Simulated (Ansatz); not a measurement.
# VI: the cost of one run

Program: Ansatz 0.2.0. Level of theory: DFT PBE, scalar-relativistic, plane waves, PAW. These are calculated values, not measurements.

### Step 1. The structure to begin with

Symmetry: Pm-3m, No. 221, cubic system. Conventional cell: a = 3.846 Å, b = 3.846 Å, c = 3.846 Å, α = 90.00°, β = 90.00°, γ = 90.00°. V (site symmetry m-3m) has 8 I at 3.33 Å as nearest neighbours. I (site symmetry m-3m) is surrounded by 8 V at 3.33 Å.

Structure file:

```cif
data_structure
_symmetry_space_group_name_H-M 'Pm-3m'
_symmetry_Int_Tables_number 221
_cell_length_a 3.8460
_cell_length_b 3.8460
_cell_length_c 3.8460
_cell_angle_alpha 90.000
_cell_angle_beta 90.000
_cell_angle_gamma 90.000
_cell_volume 56.89
loop_
_atom_site_label
_atom_site_type_symbol
_atom_site_symmetry_multiplicity
_atom_site_Wyckoff_symbol
_atom_site_fract_x
_atom_site_fract_y
_atom_site_fract_z
_atom_site_occupancy
V1 V 1 a 0.00000 0.00000 0.00000 1
I1 I 1 b 0.50000 0.50000 0.50000 1
```

(A quick probe on a coarse mesh, which set the mesh and smearing, is not shown.)

### Step 3. Rough relaxation on the coarse mesh

input.yaml

```yaml
crystal:
  lattice:
    - [3.845971332, 0.0, 0.0]
    - [0.0, 3.845971332, 0.0]
    - [0.0, 0.0, 3.845971332]
  atoms:
    - { symbol: V, position: [0.0, 0.0, 0.0], spin: 3.79 }
    - { symbol: I, position: [0.5, 0.5, 0.5] }
basis:
  ecutwfc: 420
kpoints:
  mp_grid: { grid: [4, 4, 4] }
hamiltonian:
  xc: pbe
scf:
  occupations: { method: gaussian, width: 0.1 }
  lower_state_search: "off"
output:
  forces: true
  stress: true
  eigenvalues: true
  populations: true
magnetization:
  spin_polarized: true
relax:
  adjacent_minimum: "off"
  f_tol: 0.04
  max_steps: 70
  cell: { stress_tol: 0.4 }
```

Command:

```console
$ ansatz run input.yaml --threads 1 --pin off --max-ram 2560MiB --backend cpu --events-out ev --progress --plain --runs-dir out
```

Q: Estimate wall time and peak memory on 1 thread of Arm Neoverse N1, shared host.

About 18 s, with a peak of 0.31 GiB.
